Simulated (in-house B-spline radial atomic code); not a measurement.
**Fe: ionisation energy by several methods**

One table from this session's results is given with a row withheld; the runs are named, their logs left out.

The numbers are computed with in-house B-spline radial atomic code version 1 (Dirac-Coulomb, several functionals; spherical all-electron atom at the radial basis limit), except any that are marked as measured or tabulated.

## Starting point

```
element       : iron (Z = 26)
charge        : 0
electrons     : 26
configuration : [Ar] 3d6 4s2
nucleus       : Fermi, rms radius 3.738 fm
```

The outer shells:

[Ar] 3d6 4s2
```
[Ar] core
3d [↑↓][↑ ][↑ ][↑ ][↑ ]
4s [↑↓]
```

The boxes only draw the filling; these runs are spin-restricted and spherical.

Set-up of the first run:

Input settings:

```ini
Z = 26
electrons = 26.0
configuration = [Ar] 3d6 4s2
hamiltonian = dirac
method = optx,lyp
spin_polarised = False
nucleus = fermi
rms_radius = 3.7377
mass_number = 56
atomic_mass = 55.934935537
speed_of_light = 137.035999084
```

Among the steps run: OLYP, a GGA; RPBE, a GGA; exchange-only LDA; PBEsol, a GGA; AM05, a GGA; BP86, a GGA.

One of the session's tables, all rows but one given; the rest of the session is left out.

```
           method  ΔSCF (eV)  with Breit, QED, recoil (eV)
exchange-only LDA      7.964                         7.958
             OLYP      8.347                         8.341
             RPBE      8.617                         8.611
           PBEsol      8.746                         8.739
             AM05      8.684                         8.678
             BP86          ?                             ?
```

Estimate the missing values for BP86.

The run gave: ΔSCF (eV): 8.922; with Breit, QED, recoil (eV): 8.916. In the column «ΔSCF (eV)» it is the highest.

Open shells are averaged (over orientations, and over spins where the run is restricted), while tables refer to the lowest levels. For the semilocal functionals minus the highest level recovers only 57 to 61 % of their own ΔSCF value, a mark of self-interaction.

Members of this set that are not shown: 8 used exact exchange with fractional occupations of an open shell, which is unsound here.
